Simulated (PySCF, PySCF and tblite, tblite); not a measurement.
# C4H3F5: telling isomers apart by computed NMR

Can the signals of one isomer of C4H3F5 be assigned among several candidates?

Programs: PySCF 2.14.0 with density-fitted response routines of our own, and tblite 0.8.0. All values are computed, except where a source is named. Atoms count from 0 throughout.

## (1) The starting structure

12 atoms, charge 0, multiplicity 1; geometry from: MMFF94s geometry. This is the first candidate.

Bonds of the start (Å): C1–C2 1.51, C1–H10 1.09, C1–H9 1.10, C2–C4 1.33, C2–F3 1.33, C4–C5 1.48, C4–H11 1.09, C5–F6 1.36, C5–F7 1.36, C5–F8 1.36, F0–C1 1.35.

## (2) GFN2-xTB relaxation, isomer A, conformer 1

Job settings and geometry (Å):

```
{"job": {"xc": "GFN2-xTB", "basis": "xTB", "kind": "relax"}, "charge": 0, "multiplicity": 1}
F     -2.439100     0.913200     0.967400
C     -1.948900    -0.133700     0.261700
C     -0.446300    -0.194200     0.408900
F      0.049400    -0.635300     1.566700
C      0.395800     0.158700    -0.560200
C      1.872900     0.117800    -0.491600
F      2.382600    -0.694300    -1.452700
F      2.368800    -0.314300     0.700200
F      2.412100     1.344500    -0.706700
H     -2.395600    -1.054100     0.675100
H     -2.263300    -0.030700    -0.772100
H      0.012900     0.521600    -1.513400
```

On the command line:

```
OMP_NUM_THREADS=1 python ens_run.py task.json out
```

One launch serves the whole session.

The log of the run:

```text
step      E/eV     max force
  0    -917.70415    1.117
  1    -917.74973    0.452
  2    -917.75797    0.356
  3    -917.76564    0.236
  4    -917.77037    0.152
  5    -917.77323    0.127
  6    -917.77424    0.092
  7    -917.77474    0.077
  8    -917.77514    0.059
  9    -917.77548    0.058
 10    -917.77573    0.061
 11    -917.77592    0.049
 12    -917.77608    0.036
 13    -917.77608    0.036
 14    -917.77616    0.031
 15    -917.77631    0.021
 16    -917.77637    0.023
 17    -917.77649    0.025
 18    -917.77658    0.032
 19    -917.77670    0.038
 20    -917.77686    0.041
 21    -917.77711    0.053
 22    -917.77744    0.055
 23    -917.77780    0.062
 24    -917.77820    0.057
 25    -917.77877    0.076
 26    -917.77956    0.097
 27    -917.78052    0.088
 28    -917.78164    0.115
 29    -917.78291    0.137
 30    -917.78471    0.148
 31    -917.78791    0.199
 32    -917.79077    0.351
 33    -917.79295    0.396
 34    -917.80323    0.291
 35    -917.80594    0.181
 36    -917.81562    0.301
 37    -917.81956    0.239
 38    -917.82571    0.364
 39    -917.82411    0.225
 40    -917.83139    0.138
 41    -917.83451    0.238
 42    -917.84221    0.424
 43    -917.84911    0.237
 44    -917.85742    0.256
 45    -917.86848    0.276
 46    -917.88074    0.324
 47    -917.88626    0.588
 48    -917.86987    0.728
 49    -917.89881    0.309
 50    -917.90223    0.302
 51    -917.89631    0.660
 52    -917.91170    0.202
 53    -917.91509    0.168
 54    -917.92083    0.245
 55    -917.92268    0.113
 56    -917.92429    0.082
 57    -917.92538    0.088
 58    -917.92703    0.072
 59    -917.92792    0.086
 60    -917.92880    0.085
 61    -917.92994    0.076
 62    -917.93128    0.085
 63    -917.93254    0.073
 64    -917.93355    0.087
 65    -917.93426    0.077
 66    -917.93474    0.070
 67    -917.93507    0.057
 68    -917.93535    0.050
 69    -917.93559    0.036
 70    -917.93585    0.035
 71    -917.93613    0.029
 72    -917.93633    0.026
 73    -917.93643    0.019
 74    -917.93649    0.017
 75    -917.93652    0.016
 76    -917.93655    0.014
 77    -917.93657    0.010
 78    -917.93658    0.011
 79    -917.93660    0.012
 80    -917.93661    0.010
 81    -917.93662    0.009
 82    -917.93664    0.012
 83    -917.93666    0.014
 84    -917.93668    0.015
 85    -917.93672    0.020
 86    -917.93677    0.023
 87    -917.93685    0.025
 88    -917.93694    0.025
 89    -917.93703    0.020
 90    -917.93708    0.012
 91    -917.93710    0.012
 92    -917.93711    0.012
 93    -917.93714    0.011
 94    -917.93716    0.015
 95    -917.93718    0.017
 96    -917.93722    0.020
 97    -917.93726    0.016
 98    -917.93731    0.016
 99    -917.93736    0.019
100    -917.93741    0.022
101    -917.93748    0.022
102    -917.93759    0.024
103    -917.93776    0.028
104    -917.93797    0.037
105    -917.93818    0.052
106    -917.93835    0.054
107    -917.93836    0.065
108    -917.93863    0.031
109    -917.93872    0.019
110    -917.93879    0.018
111    -917.93882    0.014
112    -917.93884    0.010
113    -917.93886    0.006
114    -917.93887    0.004
115    -917.93887    0.005
116    -917.93887    0.003
```

It took 0.9 s on 1 thread of Arm Neoverse N1, shared host.

Gain 0.235 eV; displacement 0.79 Å root mean square.

**GFN2-xTB relaxation, isomer A, conformer 2**

Job settings and geometry (Å):

```
{"job": {"xc": "GFN2-xTB", "basis": "xTB", "kind": "relax"}, "charge": 0, "multiplicity": 1}
F      2.295500    -0.975700     0.006600
C      1.951700     0.253100     0.502700
C      0.486300     0.466900     0.509400
F      0.024600     1.659200     0.976600
C     -0.416500    -0.425500     0.065300
C     -1.892300    -0.256800     0.025900
F     -2.318800     0.935400     0.508400
F     -2.492000    -1.220100     0.759800
F     -2.355300    -0.366500    -1.237200
H      2.338800     0.302500     1.538400
H      2.452700     1.006100    -0.097600
H     -0.073400    -1.379400    -0.328100
```

The log of the run:

```text
step      E/eV     max force
  0    -917.82149    2.054
  1    -917.87844    1.255
  2    -917.89581    0.559
  3    -917.90583    0.348
  4    -917.91353    0.203
  5    -917.91643    0.140
  6    -917.91894    0.127
  7    -917.91987    0.114
  8    -917.92063    0.082
  9    -917.92115    0.071
 10    -917.92152    0.066
 11    -917.92173    0.051
 12    -917.92186    0.029
 13    -917.92186    0.029
 14    -917.92191    0.027
 15    -917.92200    0.023
 16    -917.92203    0.023
 17    -917.92207    0.016
 18    -917.92210    0.014
 19    -917.92212    0.014
 20    -917.92214    0.009
 21    -917.92215    0.010
 22    -917.92216    0.008
 23    -917.92217    0.006
 24    -917.92217    0.005
 25    -917.92217    0.004
```

It took 0.24 s on 1 thread of Arm Neoverse N1, shared host.

Gain 0.101 eV; displacement 0.03 Å root mean square.

## (3) Shieldings, isomer A, conformer 1: PBE0/pcSseg-1

Job settings and geometry (Å):

```
{"job": {"xc": "PBE0", "basis": "pcSseg-1", "kind": "nmr", "pop": true}, "charge": 0, "multiplicity": 1}
F     -2.309435     1.012384    -0.194065
C     -1.939505    -0.210957     0.274569
C     -0.459138    -0.405071     0.157655
F     -0.075802    -1.600638     0.613408
C      0.408298     0.470551    -0.331255
C      1.880683     0.201766    -0.415265
F      2.171529    -0.858137    -1.185369
F      2.434764    -0.034500     0.783850
F      2.532247     1.246743    -0.939484
H     -2.248634    -0.278455     1.325457
H     -2.468602    -0.972498    -0.312454
H      0.074794     1.428126    -0.693820
```

The log of the run:

```text
coarse grid: 11640 points
cycle   1  E = -652.4550295599  dE =  1.470e+00  |g| = 1.036e+00  |ddm| = 3.077e+00
cycle   2  E = -652.2803313931  dE =  1.747e-01  |g| = 1.519e+00  |ddm| = 1.454e+00
cycle   3  E = -652.6322159112  dE = -3.519e-01  |g| = 6.650e-02  |ddm| = 9.100e-01
cycle   4  E = -652.6328157284  dE = -5.998e-04  |g| = 3.864e-02  |ddm| = 7.733e-02
cycle   5  E = -652.6331073985  dE = -2.917e-04  |g| = 9.854e-03  |ddm| = 3.347e-02
cycle   6  E = -652.6331203874  dE = -1.299e-05  |g| = 3.441e-03  |ddm| = 7.152e-03
cycle   7  E = -652.6331223971  dE = -2.010e-06  |g| = 6.662e-04  |ddm| = 2.420e-03
final grid: 118968 points
cycle   8  E = -652.7181668165  dE = -5.068e-05  |g| = 7.602e-03  |ddm| = 2.725e-02
cycle   9  E = -652.7181580233  dE =  8.793e-06  |g| = 1.091e-02  |ddm| = 1.242e-02
cycle  10  E = -652.7181782559  dE = -2.023e-05  |g| = 9.562e-04  |ddm| = 7.068e-03
cycle  11  E = -652.7181784135  dE = -1.576e-07  |g| = 3.207e-04  |ddm| = 1.006e-03
cycle  12  E = -652.7181784289  dE = -1.546e-08  |g| = 1.577e-04  |ddm| = 3.614e-04
cycle  13  E = -652.7181784340  dE = -5.040e-09  |g| = 2.587e-05  |ddm| = 1.301e-04
cycle  14  E = -652.7181784341  dE = -1.130e-10  |g| = 9.090e-06  |ddm| = 2.102e-05
converged SCF energy = -652.7181784341

GIAO shielding tensors (ppm)
atom      isotropic    diamagn.    paramagn.     s11        s22        s33       span
  0 F      439.120     472.679     -33.559    414.303    418.984    484.073     69.770
  1 C      105.364     240.693    -135.329     80.736     81.797    153.560     72.824
  2 C       11.982     251.536    -239.554    -86.854     47.051     75.749    162.603
  3 F      278.095     474.331    -196.235    169.511    238.652    426.122    256.611
  4 C       79.715     259.464    -179.749    -13.093    106.438    145.801    158.894
  5 C       55.511     239.580    -184.069     50.172     56.732     59.628      9.456
  6 F      238.375     473.344    -234.969    166.932    218.794    329.398    162.467
  7 F      238.640     473.759    -235.119    167.227    219.140    329.553    162.326
  8 F      250.041     470.604    -220.562    182.955    221.927    345.243    162.289
  9 H       26.398      26.564      -0.166     22.559     26.569     30.067      7.509
 10 H       26.399      26.423      -0.025     22.560     26.569     30.066      7.506
 11 H       25.999      31.977      -5.978     23.122     24.313     30.562      7.440
```

It took 41 s on 1 thread of Arm Neoverse N1, shared host; peak memory 0.76 GiB.

This run: HOMO -8.48 eV, LUMO -0.86 eV; dipole 2.93 D.

The fields below are evaluated on a grid from the run's orbitals.

Frontier orbitals at PBE0/pcSseg-1, with the share of their density that lies nearest to each atom:

```
orbital  energy (eV)                    lies on
   HOMO        -8.48  C4 42 %; C2 27 %; F3 10 %
   LUMO        -0.86  C2 38 %; C4 26 %; H11 7 %
```

ELF in a plane through or near 8 of the atoms.

Ten even steps from ' ' (0.00) to '@' (1.00):
```
                                                        
                                                        
                                                        
                                                        
                      --%%%%==    ..::::..              
          ::==**++    ##@@@@@@  ..**######==::          
        --**%%%%##..  %%@@@@@@..::%%%%--%%##==          
      ..++%%++--##....**@@@@%%..  **##==%%++--          
      ..++%%%%**##==##**++::++::..--**##==..            
        --====++::::%%%%::==%%==##**..::==..            
              --....++##++%%++--##%%....**==..          
              ..----::....--::--++**==++++--..          
                ....      ==####--..  ..::..            
                        ++%%**==##::                    
                        **%%####%%++..                  
                        ::==++**==::                    
                            ......                      
                                                        
                                                        
                                                        
```
The map spans 10.7 Å across and 8.6 Å up, centred on the molecule. Atoms in the plane (x, y in Å): F0 (2.1, 1.4), C1 (2.0, 0.0), C2 (0.5, -0.4), F3 (0.4, -1.7), C4 (-0.5, 0.5), C5 (-1.9, 0.0), F8 (-2.8, 1.0), H11 (-0.3, 1.5).

log10 of the density (e/Å³) in the same plane.

Values, 10 rows by 14 columns:
```
-4.0 -4.0 -4.0 -4.0 -4.0 -4.0 -4.0 -4.0 -4.0 -4.0 -4.0 -4.0 -4.0 -4.0
-4.0 -4.0 -4.0 -4.0 -4.0 -4.0 -3.5 -3.6 -4.0 -3.6 -3.8 -4.0 -4.0 -4.0
-4.0 -4.0 -2.8 -2.0 -2.1 -2.4 -1.7 -1.8 -2.0 -1.3 -1.4 -2.3 -4.0 -4.0
-4.0 -3.0 -1.0  0.3 -0.1 -1.1  0.1 -0.3 -0.9  0.8  0.5 -1.1 -3.3 -4.0
-4.0 -2.8 -0.8  0.7  0.3 -0.1  1.1  0.0 -0.6  0.1 -0.1 -1.3 -3.0 -4.0
-4.0 -3.8 -1.9 -0.8  0.4  0.2  0.0  0.4  0.3  0.4  0.0 -1.2 -2.7 -4.0
-4.0 -4.0 -2.4 -1.2 -0.5 -0.9 -0.8  0.3 -0.1 -0.9 -1.0 -1.8 -3.0 -4.0
-4.0 -4.0 -3.5 -2.2 -1.7 -2.0 -0.6  0.9  0.1 -1.4 -2.5 -2.9 -3.9 -4.0
-4.0 -4.0 -4.0 -4.0 -4.0 -4.0 -2.1 -1.4 -1.7 -2.7 -4.0 -4.0 -4.0 -4.0
-4.0 -4.0 -4.0 -4.0 -4.0 -4.0 -4.0 -4.0 -4.0 -4.0 -4.0 -4.0 -4.0 -4.0
```
The map spans 10.7 Å across and 8.6 Å up, centred on the molecule. Atoms in the plane (x, y in Å): F0 (2.1, 1.4), C1 (2.0, 0.0), C2 (0.5, -0.4), F3 (0.4, -1.7), C4 (-0.5, 0.5), C5 (-1.9, 0.0), F8 (-2.8, 1.0), H11 (-0.3, 1.5).

On the surface of density 0.002 e/bohr³ the electrostatic potential runs, from the 1st to the 99th percentile, from -0.68 V near F7 to 1.49 V near H9.

## (4) Shieldings, isomer A, conformer 2: PBE0/pcSseg-1

Job settings and geometry (Å):

```
{"job": {"xc": "PBE0", "basis": "pcSseg-1", "kind": "nmr", "pop": false}, "charge": 0, "multiplicity": 1}
F      2.297984    -0.959986     0.013663
C      1.954836     0.257966     0.515121
C      0.468088     0.452059     0.495013
F      0.123765     1.646305     0.981371
C     -0.415724    -0.432321     0.055928
C     -1.901534    -0.255618     0.028047
F     -2.335379     0.913456     0.497857
F     -2.513411    -1.213765     0.747031
F     -2.376070    -0.370120    -1.225379
H      2.329938     0.317317     1.544788
H      2.444493     1.025858    -0.097226
H     -0.075786    -1.381835    -0.326083
```

The log of the run:

```text
coarse grid: 11640 points
cycle   1  E = -652.4560900926  dE =  1.473e+00  |g| = 1.036e+00  |ddm| = 3.094e+00
cycle   2  E = -652.2809470119  dE =  1.751e-01  |g| = 1.522e+00  |ddm| = 1.451e+00
cycle   3  E = -652.6332784927  dE = -3.523e-01  |g| = 6.846e-02  |ddm| = 8.976e-01
cycle   4  E = -652.6339047038  dE = -6.262e-04  |g| = 4.015e-02  |ddm| = 7.654e-02
cycle   5  E = -652.6342105256  dE = -3.058e-04  |g| = 9.733e-03  |ddm| = 3.304e-02
cycle   6  E = -652.6342224643  dE = -1.194e-05  |g| = 3.284e-03  |ddm| = 7.192e-03
cycle   7  E = -652.6342241725  dE = -1.708e-06  |g| = 5.717e-04  |ddm| = 2.317e-03
final grid: 118968 points
cycle   8  E = -652.7183216215  dE = -4.911e-05  |g| = 7.511e-03  |ddm| = 2.489e-02
cycle   9  E = -652.7183131947  dE =  8.427e-06  |g| = 1.074e-02  |ddm| = 1.187e-02
cycle  10  E = -652.7183329429  dE = -1.975e-05  |g| = 9.432e-04  |ddm| = 6.833e-03
cycle  11  E = -652.7183330955  dE = -1.527e-07  |g| = 2.811e-04  |ddm| = 9.475e-04
cycle  12  E = -652.7183331060  dE = -1.042e-08  |g| = 1.538e-04  |ddm| = 3.178e-04
cycle  13  E = -652.7183331106  dE = -4.682e-09  |g| = 2.497e-05  |ddm| = 1.271e-04
cycle  14  E = -652.7183331107  dE = -1.064e-10  |g| = 8.894e-06  |ddm| = 2.132e-05
converged SCF energy = -652.7183331107

GIAO shielding tensors (ppm)
atom      isotropic    diamagn.    paramagn.     s11        s22        s33       span
  0 F      438.496     473.440     -34.944    413.062    418.259    484.167     71.106
  1 C      105.516     240.431    -134.916     80.768     81.826    153.952     73.184
  2 C       14.811     251.337    -236.526    -78.566     48.425     74.574    153.140
  3 F      287.390     474.036    -186.646    177.147    245.642    439.382    262.235
  4 C       83.134     261.026    -177.892     -8.390    105.488    152.304    160.694
  5 C       55.417     238.540    -183.123     51.182     56.394     58.675      7.493
  6 F      261.719     473.207    -211.488    180.440    262.603    342.113    161.673
  7 F      237.731     470.779    -233.048    155.360    225.786    332.048    176.688
  8 F      237.713     472.038    -234.325    155.338    225.773    332.026    176.688
  9 H       26.435      26.168       0.267     22.621     26.548     30.135      7.514
 10 H       26.437      26.673      -0.236     22.619     26.558     30.135      7.517
 11 H       26.261      32.003      -5.742     23.487     24.533     30.763      7.276
```

Run time: 30 s. Hardware: 1 thread of Arm Neoverse N1, shared host; peak memory 0.78 GiB.

Key values: HOMO -8.51 eV, LUMO -0.72 eV; dipole 2.95 D.

## (5) Boltzmann average, isomer A: properties at PBE0/pcSseg-1

Job settings and geometry (Å):

```
{"job": {"study": "conf", "smiles": "FC/C(F)=C/C(F)(F)F", "search": {"seed": 6903, "n_embed": 60, "ff_keep": 14, "window": 2.5, "nmax": 6, "temps": [250, 298.15, 350], "t_ref": 298.15, "order": 0.0005}, "level": {"nmr": {"xc": "PBE0", "basis": "pcSseg-1"}}, "kind": "conf"}, "charge": 0, "multiplicity": 1}
F      2.297984    -0.959986     0.013663
C      1.954836     0.257966     0.515121
C      0.468088     0.452059     0.495013
F      0.123765     1.646305     0.981371
C     -0.415724    -0.432321     0.055928
C     -1.901534    -0.255618     0.028047
F     -2.335379     0.913456     0.497857
F     -2.513411    -1.213765     0.747031
F     -2.376070    -0.370120    -1.225379
H      2.329938     0.317317     1.544788
H      2.444493     1.025858    -0.097226
H     -0.075786    -1.381835    -0.326083
```

The log of the run:

```text
conformer  sym    E(xTB)   E(DFT)   G(298.15 K)  weight  dipole/D
    1     Cs      0.000    0.070    0.088   0.4629    2.932
    2     Cs      0.385    0.000    0.000   0.5371    2.952

mean shielding (ppm) by class
class atoms           250 K   298.15 K      350 K
  0 F  0            438.783    438.785    438.786
  1 C  1            105.446    105.445    105.445
  2 C  2              13.51     13.501     13.496
  3 F  3            283.115    283.088    283.068
  4 C  4             81.562     81.551     81.544
  5 C  5              55.46      55.46     55.461
  6 F  6,7,8        244.172    244.162    244.155
  7 H  9,10          26.419     26.419     26.419
  8 H  11             26.14      26.14     26.139
```

Run time: 74 s. Hardware: 1 thread of Arm Neoverse N1, shared host. This counts the runs that the step sums up.

The search (ETKDG, MMFF94s, GFN2-xTB) embedded 60 structures, kept 2 distinct ones after the force field and 2 after xTB; 2 were carried on (window 2.5 kcal/mol at the search's own energies). Energies: PBE0/pcSseg-1 with D3(BJ).

Conformer by conformer (298 K):

```
no.  group  mirror pair  ΔE xTB  ΔE DFT    ΔG  weight (%)  μ (D)  F0–C1–C2–F3 (°)     A, B, C (GHz)
  1     Cs           no    0.00    0.07  0.09        46.3   2.93              180  2.82, 0.95, 0.81
  2     Cs           no    0.39    0.00  0.00        53.7   2.95             -180  2.75, 0.94, 0.80
```

Energies in kcal/mol. ΔG holds xTB vibrations and rotation, symmetry numbers and mirror pairs.

Weights (%) by temperature:

```
no.  250 K  298 K  350 K
  2   54.0   53.7   53.5
  1   46.0   46.3   46.5
```

Other ways of weighting, at the same temperature:

```
                                  scheme    2    1  mean μ (D)
                         DFT free energy   54   46        2.94
            DFT energy, symmetry counted   53   47        2.94
                        DFT energy alone   53   47        2.94
            xTB energy, symmetry counted   34   66        2.94
                         xTB free energy   35   65        2.94
                   lowest conformer only  100    0        2.95
                           equal weights   50   50        2.94
conformers found from three starts alone    0  100        2.93
```

Shifts against references run at the same level (1H TMS 31.72, 13C TMS 186.9, 19F CFCl3 170.9 ppm of shielding), by class of atoms, at 298 K:

```
     atoms                                 environment   no. 2   no. 1  average
        C2             fully substituted alkene carbon   172.1   174.9    173.4
        C5                                  CF3 carbon   131.5   131.4    131.5
        C4                                   alkene CH   103.8   107.2    105.4
        C1                 allylic sp3 CH2 bonded to F    81.4    81.6     81.5
       H11                    hydrogen on an alkene CH    5.46    5.72     5.58
   H9, H10  hydrogen on an allylic sp3 CH2 bonded to F    5.28    5.32     5.30
F6, F7, F8                     fluorine of a CF3 group   -74.8   -71.4    -73.2
        F3                            vinylic fluorine  -116.4  -107.1   -112.1
        F0                   fluorine on an sp3 carbon  -267.5  -268.2   -267.8
```

Effective distances for nuclear Overhauser effects, ⟨r⁻⁶⟩^(−1/6) over all pairs of two classes (Å): H9···H11 3.50.

[end of part 1 of 3]
